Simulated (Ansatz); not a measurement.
# CH₃AlOS: a spread of methods and bases

How do the results and run time of CH₃AlOS respond when the settings are drawn wide?

Method: the settings change from run to run; program: Ansatz 0.2.0, Gaussian basis.

## Step 1: The molecule

The structure was relaxed beforehand with PBE0-D4 in a triple-zeta def2 set.

SMILES `C1[O][AlH][S]1`, 7 atoms, charge 0, spin multiplicity 1.

Atoms are counted from 1 here; the program's logs count them from 0.

Bond lengths: C1–O2 1.406 Å, C1–S4 1.876 Å, C1–H5 1.092 Å, C1–H6 1.092 Å, O2–Al3 1.723 Å, Al3–S4 2.154 Å, Al3–H7 1.568 Å. Angles: O2–C1–S4 107.5°, O2–C1–H5 111.4°, O2–C1–H6 111.4°, S4–C1–H5 108.0°, S4–C1–H6 108.0°, H5–C1–H6 110.3°, C1–O2–Al3 96.1°, O2–Al3–S4 85.9°, O2–Al3–H7 131.4°, S4–Al3–H7 142.7°, C1–S4–Al3 70.5°.

## Step 2: PBE0/aug-pcseg-2

This run has finite nuclei, relativity set to none.

The input, in.yaml:

```yaml
crystal:
  periodic: [false, false, false]
  atoms:
    - {symbol: C, position_ang: [-0.459992, 0.848672, -0.043742]}
    - {symbol: O, position_ang: [0.318347, 0.263204, 0.970473]}
    - {symbol: Al, position_ang: [0.681244, -1.185219, 0.110325]}
    - {symbol: S, position_ang: [-0.499077, -0.349510, -1.486480]}
    - {symbol: H, position_ang: [-0.019831, 1.785001, -0.393373]}
    - {symbol: H, position_ang: [-1.487600, 1.013091, 0.287445]}
    - {symbol: H, position_ang: [1.528210, -2.443240, 0.509653]}
basis:
  gaussian: {orbitals: aug-pcseg-2, nuclear_model: gaussian}
hamiltonian: {xc: {name: PBE0}, pseudopotentials: {relativity: none}}
output: {forces: true}
```

Launch:

```console
ansatz run in.yaml --threads 2 --pin off --events-out ev --progress --plain --max-ram 4352MiB
```

The log of the run, shortened:

```text
Functional definition: PBE0
  name "PBE0"
  cite "Adamo & Barone, J. Chem. Phys. 110, 6158 (1999) doi:10.1063/1.478522"
  cite "Perdew, Burke & Ernzerhof, Phys. Rev. Lett. 77, 3865 (1996) doi:10.1103/PhysRevLett.77.3865"
  parent pbe
[...]
1251 factors; their error is unknown
[...]
mean field -20558.53252242 eV, -755.5121351251 hartree, gradient 2.0e-5 eV, S^2 0.000000; 0 other end points of the search recorded, 0 dependent functions left out
[...]
reference -20558.53257217 eV, -755.5121369534 hartree; 23, 23 occupied and 238, 238 virtual orbitals, 1251 factors
Total energy: -20558.53257217 eV, -755.5121369534 hartree
Atom 0 at    -0.459992     0.848672    -0.043742 Å, force    -0.029519     0.061659     0.006646 eV/Å
Atom 1 at     0.318347     0.263204     0.970473 Å, force     0.001860    -0.020855    -0.019990 eV/Å
Atom 2 at     0.681244    -1.185219     0.110325 Å, force     0.006736    -0.003697     0.010589 eV/Å
Atom 3 at    -0.499077    -0.349510    -1.486480 Å, force     0.008018    -0.015065    -0.000052 eV/Å
Atom 4 at    -0.019831     1.785001    -0.393373 Å, force    -0.015584    -0.033192     0.016265 eV/Å
Atom 5 at    -1.487600     1.013091     0.287445 Å, force     0.038850    -0.004579    -0.008956 eV/Å
Atom 6 at     1.528210    -2.443240     0.509653 Å, force    -0.010361     0.015729    -0.004502 eV/Å
Dipole moment:     0.098973    -0.124099     0.072571 e Å
```

Run time: 7 s. Hardware: 2 threads of Arm Neoverse V2, shared host; peak memory 0.75 GiB.

Largest force 0.069 eV/Å, dipole 0.84 D.

## Step 3: B97/def2-TZVPP

Set apart from the defaults: high accuracy, the search for lower states set to off.

in.yaml: that of step 2 with these lines changed.

```diff
@@ -11,4 +11,5 @@
 basis:
-  gaussian: {orbitals: aug-pcseg-2, nuclear_model: gaussian}
-hamiltonian: {xc: {name: PBE0}, pseudopotentials: {relativity: none}}
-output: {forces: true}
+  gaussian: {orbitals: def2-TZVPP}
+hamiltonian: {xc: {name: B97}}
+accuracy: high
+scf: {lower_state_search: off}
```

Same command.

The log of the run, shortened:

```text
Functional definition: B97
  name "B97"
  cite "Becke, J. Chem. Phys. 107, 8554 (1997) doi:10.1063/1.475007"
[...]
      + integral(e_c_pw_opposite_spin*poly(b97_u_opposite, cos0, cos1, cos2))
[...]
3204 factors; integrals over basis functions are off by at most 3.7e-9 eV
[...]
mean field -20565.24003795 eV, -755.7586317741 hartree, gradient 9.8e-8 eV, S^2 0.000000; 0 other end points of the search recorded, 0 dependent functions left out
reference -20565.24004012 eV, -755.7586318542 hartree; 23, 23 occupied and 165, 165 virtual orbitals, 3204 factors
Total energy: -20565.24004012 eV, -755.7586318542 hartree
Checks for a lower state left out: stability, starts, cluster_reference, orbital_swaps, neighbouring_geometries, increment
```

Run time: 15 s. Hardware: 2 threads of Arm Neoverse V2, shared host; peak memory 0.91 GiB.

## Step 4: BHLYP/x2c-TZVPPall

Set apart from the defaults: a grid of angular degree 23, D3(BJ) with three-body dispersion, relativity set to scalar, the search for lower states set to light.

in.yaml: that of step 3 with these lines changed.

```diff
@@ -11,5 +11,5 @@
 basis:
-  gaussian: {orbitals: def2-TZVPP}
-hamiltonian: {xc: {name: B97}}
-accuracy: high
-scf: {lower_state_search: off}
+  gaussian: {orbitals: x2c-TZVPPall, final_grid: {core_spheres: 8, valence_spheres: 7, degree: 23}}
+hamiltonian: {xc: {name: BHLYP}, dispersion: d3bjatm, pseudopotentials: {relativity: scalar}}
+scf: {lower_state_search: light}
+output: {forces: true}
```

The command is unchanged.

The log of the run, shortened:

```text
Functional definition: BHLYP
  name "BHLYP"
  cite "Becke, J. Chem. Phys. 98, 1372 (1993) doi:10.1063/1.464304"
  cite "Becke, Phys. Rev. A 38, 3098 (1988) doi:10.1103/PhysRevA.38.3098"
  cite "Lee, Yang & Parr, Phys. Rev. B 37, 785 (1988) doi:10.1103/PhysRevB.37.785"
[...]
1212 factors; their error is unknown
[...]
mean field -20610.28759739 eV, -757.4140990493 hartree, gradient 1.1e-5 eV, S^2 0.000000; 0 other end points of the search recorded, 0 dependent functions left out
[...]
reference -20610.28776002 eV, -757.4141050259 hartree; 23, 23 occupied and 165, 165 virtual orbitals, 1212 factors
Total energy: -20610.52867640 eV, -757.4229585398 hartree
Relativity: scalar
Atom 0 at    -0.459992     0.848672    -0.043742 Å, force    -0.189574     0.418866     0.066624 eV/Å
Atom 1 at     0.318347     0.263204     0.970473 Å, force    -0.046432    -0.307172    -0.448813 eV/Å
Atom 2 at     0.681244    -1.185219     0.110325 Å, force     0.037571     0.101594     0.196490 eV/Å
Atom 3 at    -0.499077    -0.349510    -1.486480 Å, force     0.116042    -0.047677     0.195830 eV/Å
Atom 4 at    -0.019831     1.785001    -0.393373 Å, force    -0.156389    -0.330321     0.155153 eV/Å
Atom 5 at    -1.487600     1.013091     0.287445 Å, force     0.382704    -0.046820    -0.094874 eV/Å
Atom 6 at     1.528210    -2.443240     0.509653 Å, force    -0.143924     0.211531    -0.070409 eV/Å
Dipole moment:     0.098745    -0.138618     0.055613 e Å
```

Run time: 2.8 s. Hardware: 2 threads of Arm Neoverse V2, shared host; peak memory 0.44 GiB.

Largest force 0.546 eV/Å, dipole 0.86 D.

## Step 5: wB97M-V/def2-TZVPD

This run has charge +1, multiplicity 2.

in.yaml: that of step 4 with these lines changed.

```diff
@@ -11,5 +11,6 @@
 basis:
-  gaussian: {orbitals: x2c-TZVPPall, final_grid: {core_spheres: 8, valence_spheres: 7, degree: 23}}
-hamiltonian: {xc: {name: BHLYP}, dispersion: d3bjatm, pseudopotentials: {relativity: scalar}}
-scf: {lower_state_search: light}
+  gaussian: {orbitals: def2-TZVPD}
+total_charge: 1
+magnetization: {spin_polarized: true, initial_magnetization: 1}
+hamiltonian: {xc: {name: wB97M-V}}
 output: {forces: true}
```

Same command.

The log of the run, shortened:

```text
Functional definition: wB97M-V
  name "wB97M-V"
  cite "Mardirossian & Head-Gordon, J. Chem. Phys. 144, 214110 (2016) doi:10.1063/1.4952647"
  cite "Becke, J. Chem. Phys. 107, 8554 (1997) doi:10.1063/1.475007"
  cite "Vydrov & Van Voorhis, J. Chem. Phys. 133, 244103 (2010) doi:10.1063/1.3521275"
  # Of w^i u^j: cxij and so on, Table III.
[...]
  gx(w, u) = 1 - cx + cx01*u + cx10*w
  gss(w, u) = css00 + css04*u^4 + css10*w + css20*w^2 + css43*w^4*u^3
  gos(w, u) = cos00 + cos10*w + (cos20 + cos21*u)*w^2 + (cos60 + cos61*u)*w^6
[...]
      + integral(e_c_pw_mod_opposite_spin*gos(b97_w_opposite, b97_u_opposite)) + vv10(b, c)
1080 factors; their error is unknown
344 factors; integrals over basis functions are off by at most 2.8e-5 eV
[...]
mean field -20557.03908700 eV, -755.4572523855 hartree, gradient 2.7e-5 eV, S^2 0.753079; 4 other end points of the search recorded, 0 dependent functions left out
[...]
reference -20557.03914537 eV, -755.4572545308 hartree; 23, 22 occupied and 170, 171 virtual orbitals, 1080 factors
Total energy: -20557.03914537 eV, -755.4572545308 hartree
Atom 0 at    -0.459992     0.848672    -0.043742 Å, force     0.346396     0.028762     0.779543 eV/Å
Atom 1 at     0.318347     0.263204     0.970473 Å, force    -0.304223    -0.301906    -0.998351 eV/Å
Atom 2 at     0.681244    -1.185219     0.110325 Å, force     1.873014    -1.330878     2.528778 eV/Å
Atom 3 at    -0.499077    -0.349510    -1.486480 Å, force    -1.297158     1.263236    -1.364011 eV/Å
Atom 4 at    -0.019831     1.785001    -0.393373 Å, force    -0.090193     0.078803    -0.344120 eV/Å
Atom 5 at    -1.487600     1.013091     0.287445 Å, force    -0.238823     0.000605    -0.275159 eV/Å
Atom 6 at     1.528210    -2.443240     0.509653 Å, force    -0.289014     0.261379    -0.326681 eV/Å
Dipole moment:    -0.106217    -0.176045    -0.428683 e Å
```

Run time: 32 s. Hardware: 2 threads of Arm Neoverse V2, shared host; peak memory 0.84 GiB.

Largest force 3.417 eV/Å, ⟨S²⟩ 0.753.

## Step 6: LC-wPBE/def2-TZVPD

Set apart from the defaults: coordinates scaled by 1.25.

The input, in.yaml:

```yaml
crystal:
  periodic: [false, false, false]
  atoms:
    - {symbol: C, position_ang: [-0.574990, 1.060841, -0.054678]}
    - {symbol: O, position_ang: [0.397933, 0.329005, 1.213091]}
    - {symbol: Al, position_ang: [0.851555, -1.481523, 0.137907]}
    - {symbol: S, position_ang: [-0.623847, -0.436888, -1.858100]}
    - {symbol: H, position_ang: [-0.024789, 2.231251, -0.491717]}
    - {symbol: H, position_ang: [-1.859500, 1.266363, 0.359306]}
    - {symbol: H, position_ang: [1.910263, -3.054050, 0.637066]}
basis:
  gaussian: {orbitals: def2-TZVPD}
hamiltonian: {xc: {name: LC-wPBE}}
```

Same command.

The log of the run, shortened:

```text
Functional definition: LC-wPBE
  name "LC-wPBE"
  cite "Vydrov & Scuseria, J. Chem. Phys. 125, 234109 (2006) doi:10.1063/1.2409292"
  cite "Heyd & Scuseria, J. Chem. Phys. 120, 7274 (2004) doi:10.1063/1.1668634"
  cite "Ernzerhof & Perdew, J. Chem. Phys. 109, 3313 (1998) doi:10.1063/1.476928"
  cite "Perdew, Burke & Ernzerhof, Phys. Rev. Lett. 77, 3865 (1996) doi:10.1103/PhysRevLett.77.3865"
  parent pbe
[...]
1068 factors; their error is unknown
459 factors; integrals over basis functions are off by at most 5.9e-5 eV
[...]
mean field -20553.56730922 eV, -755.3296669055 hartree, gradient 6.2e-5 eV, S^2 0.000000; 0 other end points of the search recorded, 0 dependent functions left out
reference -20553.56730923 eV, -755.3296669059 hartree; 23, 23 occupied and 170, 170 virtual orbitals, 1068 factors
Total energy: -20553.56730923 eV, -755.3296669059 hartree
```

Run time: 2.8 s. Hardware: 2 threads of Arm Neoverse V2, shared host.

## Step 7: BHLYP/ANO-RCC-VTZP

Set apart from the defaults: unrestricted orbitals, coordinates scaled by 1.05, density fitting with cc-pVTZ-jkfit, the search for lower states set to full.

The input, in.yaml:

```yaml
crystal:
  periodic: [false, false, false]
  atoms:
    - {symbol: C, position_ang: [-0.482992, 0.891106, -0.045929]}
    - {symbol: O, position_ang: [0.334264, 0.276365, 1.018996]}
    - {symbol: Al, position_ang: [0.715306, -1.244480, 0.115842]}
    - {symbol: S, position_ang: [-0.524031, -0.366986, -1.560804]}
    - {symbol: H, position_ang: [-0.020823, 1.874251, -0.413042]}
    - {symbol: H, position_ang: [-1.561980, 1.063745, 0.301817]}
    - {symbol: H, position_ang: [1.604621, -2.565402, 0.535136]}
basis:
  gaussian: {orbitals: ANO-RCC-VTZP, fitting: {mean_field: cc-pVTZ-jkfit}}
magnetization: {spin_polarized: true, initial_magnetization: 0}
hamiltonian: {xc: {name: BHLYP}}
scf: {lower_state_search: full}
output: {forces: true}
```

Launched as before.

The log of the run, shortened:

```text
Functional definition: BHLYP
  name "BHLYP"
  cite "Becke, J. Chem. Phys. 98, 1372 (1993) doi:10.1063/1.464304"
  cite "Becke, Phys. Rev. A 38, 3098 (1988) doi:10.1103/PhysRevA.38.3098"
  cite "Lee, Yang & Parr, Phys. Rev. B 37, 785 (1988) doi:10.1103/PhysRevB.37.785"
[...]
490 factors; integrals over basis functions are off by at most 1.2e0 eV
[...]
mean field -20610.14446401 eV, -757.4088389947 hartree, gradient 3.7e-5 eV, S^2 0.000000; 0 other end points of the search recorded, 0 dependent functions left out
[...]
reference -20610.14466191 eV, -757.4088462673 hartree; 23, 23 occupied and 147, 147 virtual orbitals, 490 factors
Total energy: -20610.14466191 eV, -757.4088462673 hartree
Relativity: scalar
Atom 0 at    -0.482992     0.891106    -0.045929 Å, force     0.042916     0.364412     0.506011 eV/Å
Atom 1 at     0.334264     0.276365     1.018996 Å, force    -0.902363    -0.735243    -2.779639 eV/Å
Atom 2 at     0.715306    -1.244480     0.115842 Å, force    -0.561351     1.282022     0.243879 eV/Å
Atom 3 at    -0.524031    -0.366986    -1.560804 Å, force     0.871907     0.287239     2.204966 eV/Å
Atom 4 at    -0.020823     1.874251    -0.413042 Å, force    -0.719627    -1.799627     0.688293 eV/Å
Atom 5 at    -1.561980     1.063745     0.301817 Å, force     1.942162    -0.399777    -0.546338 eV/Å
Atom 6 at     1.604621    -2.565402     0.535136 Å, force    -0.673644     1.000973    -0.317172 eV/Å
Dipole moment:     0.128067    -0.193308     0.056805 e Å
```

It took 6.5 s on 2 threads of Arm Neoverse V2, shared host.

Largest force 3.014 eV/Å, dipole 1.15 D, ⟨S²⟩ 0.000.

## Step 8: B97/cc-pVTZ

Options: charge +1, multiplicity 2, density fitting with def2-universal-jkfit, the search for lower states set to full.

The input, in.yaml:

```yaml
crystal:
  periodic: [false, false, false]
  atoms:
    - {symbol: C, position_ang: [-0.459992, 0.848672, -0.043742]}
    - {symbol: O, position_ang: [0.318347, 0.263204, 0.970473]}
    - {symbol: Al, position_ang: [0.681244, -1.185219, 0.110325]}
    - {symbol: S, position_ang: [-0.499077, -0.349510, -1.486480]}
    - {symbol: H, position_ang: [-0.019831, 1.785001, -0.393373]}
    - {symbol: H, position_ang: [-1.487600, 1.013091, 0.287445]}
    - {symbol: H, position_ang: [1.528210, -2.443240, 0.509653]}
basis:
  gaussian: {orbitals: cc-pVTZ, fitting: {mean_field: def2-universal-jkfit}}
total_charge: 1
magnetization: {spin_polarized: true, initial_magnetization: 1}
hamiltonian: {xc: {name: B97}}
scf: {lower_state_search: full}
output: {forces: true}
```

Same command.

The log of the run, shortened:

```text
Functional definition: B97
  name "B97"
  cite "Becke, J. Chem. Phys. 107, 8554 (1997) doi:10.1063/1.475007"
[...]
      + integral(e_c_pw_opposite_spin*poly(b97_u_opposite, cos0, cos1, cos2))
462 factors; integrals over basis functions are off by at most 1.1e0 eV
[...]
mean field -20555.77660140 eV, -755.4108568956 hartree, gradient 1.6e-5 eV, S^2 0.754394; 9 other end points of the search recorded, 0 dependent functions left out
[...]
reference -20555.77662844 eV, -755.4108578894 hartree; 23, 22 occupied and 147, 148 virtual orbitals, 462 factors
Total energy: -20555.77662844 eV, -755.4108578894 hartree
Atom 0 at    -0.459992     0.848672    -0.043742 Å, force     0.620961    -0.243964     1.062156 eV/Å
Atom 1 at     0.318347     0.263204     0.970473 Å, force    -0.449458     0.218156    -0.721707 eV/Å
Atom 2 at     0.681244    -1.185219     0.110325 Å, force     1.939453    -1.594114     2.373519 eV/Å
Atom 3 at    -0.499077    -0.349510    -1.486480 Å, force    -1.474538     1.191921    -1.827239 eV/Å
Atom 4 at    -0.019831     1.785001    -0.393373 Å, force    -0.053889     0.256246    -0.393493 eV/Å
Atom 5 at    -1.487600     1.013091     0.287445 Å, force    -0.407029     0.070496    -0.229680 eV/Å
Atom 6 at     1.528210    -2.443240     0.509653 Å, force    -0.175501     0.101259    -0.263556 eV/Å
Dipole moment:    -0.096893    -0.142211    -0.370217 e Å
```

Wall time 30 s (2 threads of Arm Neoverse V2, shared host); peak memory 0.52 GiB.

Largest force 3.455 eV/Å, ⟨S²⟩ 0.754.

## Step 9: PBE/6-31G*

Set apart from the defaults: density fitting with def2-universal-jkfit, a grid of angular degree 47.

in.yaml: that of step 8 with these lines changed.

```diff
@@ -11,7 +11,3 @@
 basis:
-  gaussian: {orbitals: cc-pVTZ, fitting: {mean_field: def2-universal-jkfit}}
-total_charge: 1
-magnetization: {spin_polarized: true, initial_magnetization: 1}
-hamiltonian: {xc: {name: B97}}
-scf: {lower_state_search: full}
-output: {forces: true}
+  gaussian: {orbitals: "6-31G*", fitting: {mean_field: def2-universal-jkfit}, final_grid: {core_spheres: 20, valence_spheres: 16, degree: 47}}
+hamiltonian: {xc: {name: PBE}}
```

Launched as before.

The log of the run:

```text
Functional definition: PBE
  name "PBE"
  cite "Perdew, Burke & Ernzerhof, Phys. Rev. Lett. 77, 3865 (1996) doi:10.1103/PhysRevLett.77.3865"
  parent pbe
  parameter kappa = 0.804
  parameter beta = 0.06672455060314922
  exchange = pbe_x(kappa = kappa, mu = beta*pi^2/3)
  correlation = pbe_c(beta = beta)
462 factors; integrals over basis functions are off by at most 8.4e-2 eV
mean field evaluation 1: about -20547.2570 eV, gradient 5.5e1 eV
mean field evaluation 2: about -20474.9172 eV, gradient 1.7e2 eV
mean field evaluation 4: about -20553.0497 eV, gradient 1.6e1 eV
mean field evaluation 8: about -20553.6997 eV, gradient 1.3e-1 eV
mean field evaluation 16: about -20553.6994 eV, gradient 2.8e-5 eV
mean field -20553.69943128 eV, -755.3345223016 hartree, gradient 2.8e-5 eV, S^2 0.000000; 0 other end points of the search recorded, 0 dependent functions left out
reference -20553.69947038 eV, -755.3345237385 hartree; 23, 23 occupied and 51, 51 virtual orbitals, 462 factors
Total energy: -20553.69947038 eV, -755.3345237385 hartree
```

Wall time 1.2 s (2 threads of Arm Neoverse V2, shared host).

## Step 10: B97/6-31G

Options: coordinates scaled by 1.25, high accuracy, the search for lower states set to light.

The input, in.yaml:

```yaml
crystal:
  periodic: [false, false, false]
  atoms:
    - {symbol: C, position_ang: [-0.574990, 1.060841, -0.054678]}
    - {symbol: O, position_ang: [0.397933, 0.329005, 1.213091]}
    - {symbol: Al, position_ang: [0.851555, -1.481523, 0.137907]}
    - {symbol: S, position_ang: [-0.623847, -0.436888, -1.858100]}
    - {symbol: H, position_ang: [-0.024789, 2.231251, -0.491717]}
    - {symbol: H, position_ang: [-1.859500, 1.266363, 0.359306]}
    - {symbol: H, position_ang: [1.910263, -3.054050, 0.637066]}
basis:
  gaussian: {orbitals: 6-31G}
hamiltonian: {xc: {name: B97}}
accuracy: high
scf: {lower_state_search: light}
output: {forces: true}
```

Same command.

The log of the run, shortened:

```text
Functional definition: B97
  name "B97"
  cite "Becke, J. Chem. Phys. 107, 8554 (1997) doi:10.1063/1.475007"
[...]
      + integral(e_c_pw_opposite_spin*poly(b97_u_opposite, cos0, cos1, cos2))
1196 factors; integrals over basis functions are off by at most 4.4e-9 eV
[...]
mean field -20554.83991995 eV, -755.3764344874 hartree, gradient 1.8e-8 eV, S^2 0.000000; 0 other end points of the search recorded, 0 dependent functions left out
[...]
reference -20554.83992223 eV, -755.3764345712 hartree; 23, 23 occupied and 27, 27 virtual orbitals, 1196 factors
Total energy: -20554.83992223 eV, -755.3764345712 hartree
Atom 0 at    -0.574990     1.060841    -0.054678 Å, force    -0.265336     1.281124     0.880699 eV/Å
Atom 1 at     0.397933     0.329005     1.213091 Å, force    -1.611612    -0.914546    -4.512035 eV/Å
Atom 2 at     0.851555    -1.481523     0.137907 Å, force    -0.794946     1.861554     0.397351 eV/Å
Atom 3 at    -0.623847    -0.436888    -1.858100 Å, force     1.351180     0.654225     3.654279 eV/Å
Atom 4 at    -0.024789     2.231251    -0.491717 Å, force    -1.624270    -3.980741     1.459957 eV/Å
Atom 5 at    -1.859500     1.266363     0.359306 Å, force     4.268194    -0.881856    -1.273212 eV/Å
Atom 6 at     1.910263    -3.054050     0.637066 Å, force    -1.323210     1.980241    -0.607039 eV/Å
Dipole moment:     0.201741    -0.262331     0.137335 e Å
```

It took 9.5 s on 2 threads of Arm Neoverse V2, shared host.

Largest force 4.878 eV/Å, dipole 1.72 D.

## Step 11: All runs side by side

```
             level  charge  multiplicity  geometry  functions  energy (eV)   time
  PBE0/aug-pcseg-2       0             1   relaxed        261   -20558.533    7 s
    B97/def2-TZVPP       0             1   relaxed        188   -20565.240   15 s
BHLYP/x2c-TZVPPall       0             1   relaxed        188   -20610.529  2.8 s
wB97M-V/def2-TZVPD       1             2   relaxed        193   -20557.039   32 s
LC-wPBE/def2-TZVPD       0             1    scaled        193   -20553.567  2.8 s
BHLYP/ANO-RCC-VTZP       0             1    scaled        170   -20610.145  6.5 s
       B97/cc-pVTZ       1             2   relaxed        170   -20555.777   30 s
        PBE/6-31G*       0             1   relaxed         74   -20553.699  1.2 s
         B97/6-31G       0             1    scaled         50   -20554.840  9.5 s
```

## Step 12: What came out

| quantity | value |
| --- | --- |
| runs | 9 |
| quickest | PBE/6-31G*, 1.2 s |
| slowest | wB97M-V/def2-TZVPD, 32 s |
| spread of total energies, same state and geometry | 56.8 eV |
| dipole, same state and geometry | 0.84 to 0.86 D |

wB97M-V/def2-TZVPD took 27 times as long as PBE/6-31G*. The jobs differ in tasks and options as well as level. Total energies at one charge and spin differ by 57 eV between levels, so only differences within one level mean anything. Some of these runs are scalar-relativistic and others not, which shifts the totals of all-electron atoms past neon by eV; core potentials, where a basis has them, take the core out of the total altogether. At the PBE0-D4/def2-TZVP geometry and in the same state, runs without warnings or point charges leave forces up to 0.55 eV/Å (BHLYP/x2c-TZVPPall), against 4.9 eV/Å where the atoms were moved.
